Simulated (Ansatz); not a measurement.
# NiI2: how the settings move a single-point run

How sensitive is a single-point run of NiI2 to its settings? A reference run comes first, then one run with altered input.

The COD entry's cell or inner coordinates are ideal or old and differ from later refinements, so a difference from it is no clean test against experiment.

Program: Ansatz 0.2.0. Level of theory: reference: DFT, PBEsol, PAW with Ansatz's default frozen-core files, scalar-relativistic. These are calculated values, not measurements.

## Step 1: Starting point

The structure is trigonal, space group R-3m (No. 166). The conventional cell has a = 3.892 Å, b = 3.892 Å, c = 19.634 Å, α = 90.00°, β = 90.00°, γ = 120.00°. Ni (site symmetry -3m) is surrounded by 6 I at 2.78 Å. I (site symmetry 3m) is surrounded by 3 Ni at 2.78 Å.

Coordinates:

```
CELL_PARAMETERS angstrom
1.94600 1.12352 6.54467
-1.94600 1.12352 6.54467
0.00000 -2.24705 6.54467
ATOMIC_POSITIONS crystal
Ni 0.00000 0.00000 0.00000
I 0.25000 0.25000 0.25000
I 0.75000 0.75000 0.75000
```

## Step 2: Baseline

input.yaml reads:

```yaml
crystal:
  lattice:
    - [1.946, 1.1235236238, 6.5446666667]
    - [-1.946, 1.1235236238, 6.5446666667]
    - [0.0, -2.2470472477, 6.5446666667]
  atoms:
    - { symbol: Ni, position: [0.0, 0.0, 0.0], spin: 1.2, spin_axis: [1.0, 0.0, 0.0] }
    - { symbol: I, position: [0.25, 0.25, 0.25], spin: 0.2, spin_axis: [1.0, 0.0, 0.0] }
    - { symbol: I, position: [0.75, 0.75, 0.75], spin: 0.2, spin_axis: [1.0, 0.0, 0.0] }
magnetization:
  noncollinear: true
  spin_spiral: { q: [0.0, 0.0, 0.0] }
kpoints:
  mp_grid: { grid: [10, 10, 10] }
scf:
  occupations: { method: fermi_dirac, width: 0.1 }
  lower_state_search: "off"
hamiltonian:
  xc: pbesol
  pseudopotentials: { kind: paw }
output:
  eigenvalues: false
```

Started as:

```console
$ ansatz run input.yaml --threads 2 --pin off --max-ram 6144MiB --backend cpu --events-out ev --progress --plain --runs-dir out
```

## Step 3: Changing settings: noncollinear_xc locally_collinear

Edit input.yaml of step 2 so:

```diff
@@ -20,2 +20,3 @@
   pseudopotentials: { kind: paw }
+  noncollinear_xc: locally_collinear
 output:
```

Q: Predict the outcome of this session. Wanted: for each run, ending; energy change; abs. moment.

As calculated:

```csv
run,ending,energy change,abs. moment (μB),cycles,time
reference,converged,-,1.87,18,2.5 min
1: noncollinear_xc locally_collinear,converged,not comparable,1.86,27,9.9 min
```

Residual by cycle in the longest SCF loop of each run; runs are numbered as in the table. The quantity is the density residual dr2, in eV.

```csv
cycle,reference,run 1
1,47.8,47.8
3,4.14,4.14
6,0.0977,0.0995
8,0.141,0.144
10,0.0215,0.0192
13,1.8e-4,1.9e-4
15,4.7e-6,4.3e-6
18,9.5e-9,3.7e-7
20,-,6.9e-8
22,-,1.4e-8
25,-,6.5e-9
27,-,3.2e-10
```

**Reading.** After a change of non-collinear form of the functional the difference of the totals has no physical meaning; pressure, gap, moments and forces, where computed, barely move. Cost: 27 SCF cycles against 18, 9.9 min against 2.5 min.
